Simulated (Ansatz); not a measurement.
# GaSb: a single-point run

Wanted: a converged single-point run for GaSb, and a check of what comes out. The structure is shown as the input types it.

Computed with Ansatz 0.2.0 (density functional or hybrid calculation with the settings of its input, plane waves (as first typed), unless a step's input says otherwise).

1 further run of the same task is left out (it didn't finish).

### Step 1. Starting point

The structure is cubic, space group F-43m (No. 216). Conventional cell: a = 6.132 Å, b = 6.132 Å, c = 6.132 Å, α = 90.00°, β = 90.00°, γ = 90.00°. Ga (site symmetry -43m) is surrounded by 4 Sb at 2.66 Å. Around Sb (site symmetry -43m) lie 4 Ga at 2.66 Å.

As a file:

```xyz
2
Lattice="0.0000 3.0659 3.0659 3.0659 0.0000 3.0659 3.0659 3.0659 0.0000" Properties=species:S:1:pos:R:3 pbc="T T T"
Ga    0.0000    0.0000    0.0000
Sb    1.5329    1.5329    1.5329
```

### Step 2. Running it

The input, input.yaml:

```yaml
crystal:
  lattice:
    - [0.0, 3.0658788003, 3.0658788003]
    - [3.0658788003, 0.0, 3.0658788003]
    - [3.0658788003, 3.0658788003, 0.0]
  atoms:
    - { symbol: Ga, position: [0.0, 0.0, 0.0] }
    - { symbol: Sb, position: [0.25, 0.25, 0.25] }
kpoints:
  mp_grid: { grid: [6, 6, 6] }
hamiltonian:
  xc: b3pw
scf:
  occupations: { method: fermi_dirac, width: 0.02 }
  n_extra_bands: 4
output:
  forces: true
  stress: true
  eigenvalues: true
```

Run with:

```
ansatz run input.yaml --threads 4 --pin off --max-ram 3686MiB --backend cpu --events-out ev --progress --plain --runs-dir out
```

Q: Will this input give a usable result? If not, why, and what should change?

The program refused the input before any cycle. The line that matters: «line 12 column 7: hamiltonian.xc: unknown variant `b3pw`, expected one of `lda`, `lda-pw`, `pw92`, `pbe`, `pbesol`, `rpbe`, `revpbe`, `blyp`, ...»

Look at the input: hamiltonian.xc is b3pw. No functional of that name is defined in this program.

Fix: set hamiltonian.xc to r2scan. Any name on the list would pass the check; a listed functional of a like name need not be the same functional.
